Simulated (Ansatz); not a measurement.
# C2H5FO2Si: the cost of one run

All numbers below are computed with Ansatz 0.2.0 (RKS B3LYP-D4/STO-3G).

## (1) Starting point

Bond lengths: O1–C2 1.250 Å, C2–O3 1.322 Å, C2–C4 1.454 Å, C4–Si5 1.900 Å, Si5–F6 1.627 Å, O3–H7 1.018 Å, C4–H8 1.113 Å, C4–H9 1.069 Å, Si5–H10 1.451 Å, Si5–H11 1.486 Å. Angles (14 of 16 angles, heavy atoms first): O1–C2–O3 118.1°, O1–C2–C4 132.2°, O3–C2–C4 109.6°, C2–C4–Si5 114.0°, C4–Si5–F6 107.5°, C2–O3–H7 106.3°, C2–C4–H8 107.6°, C2–C4–H9 113.6°, Si5–C4–H8 106.0°, Si5–C4–H9 110.2°, C4–Si5–H10 109.2°, C4–Si5–H11 111.8°, F6–Si5–H10 108.0°, F6–Si5–H11 107.5°.

Coordinates:

```xyz
11

O     1.1435   -1.6117   -0.3047
C     0.9241   -0.6562    0.4704
O     1.6740   -0.5493    1.5541
C    -0.0028    0.4619    0.4057
Si   -1.1932    0.3963   -1.0742
F    -2.1959    1.6721   -0.9523
H     2.3467   -1.3118    1.5122
H    -0.6419    0.4213    1.3158
H     0.4746    1.4172    0.4540
H    -0.4355    0.5359   -2.3042
H    -2.0283   -0.8327   -1.0563
```

## (2) Relaxing the start

File input.yaml:

```yaml
crystal:
  periodic: [false, false, false]
  atoms:
    - { symbol: O, position_ang: [1.1435, -1.6117, -0.3047] }
    - { symbol: C, position_ang: [0.9241, -0.6562, 0.4704] }
    - { symbol: O, position_ang: [1.674, -0.5493, 1.5541] }
    - { symbol: C, position_ang: [-0.0028, 0.4619, 0.4057] }
    - { symbol: Si, position_ang: [-1.1932, 0.3963, -1.0742] }
    - { symbol: F, position_ang: [-2.1959, 1.6721, -0.9523] }
    - { symbol: H, position_ang: [2.3467, -1.3118, 1.5122] }
    - { symbol: H, position_ang: [-0.6419, 0.4213, 1.3158] }
    - { symbol: H, position_ang: [0.4746, 1.4172, 0.454] }
    - { symbol: H, position_ang: [-0.4355, 0.5359, -2.3042] }
    - { symbol: H, position_ang: [-2.0283, -0.8327, -1.0563] }
basis:
  gaussian: { orbitals: STO-3G }
hamiltonian:
  xc: b3lyp
  dispersion: d4
relax:
  f_tol: 0.02
  max_steps: 40
scf:
  lower_state_search: "off"
```

Command:

```sh
$ ansatz run input.yaml --threads 1 --pin off --max-ram 2048MiB --backend cpu --events-out ev --progress --plain --runs-dir out
```

**Question.** How long does this run take on 1 thread of an Arm CPU, shared host, and how much memory does it need?

About 16 s, with a peak of 0.14 GiB.
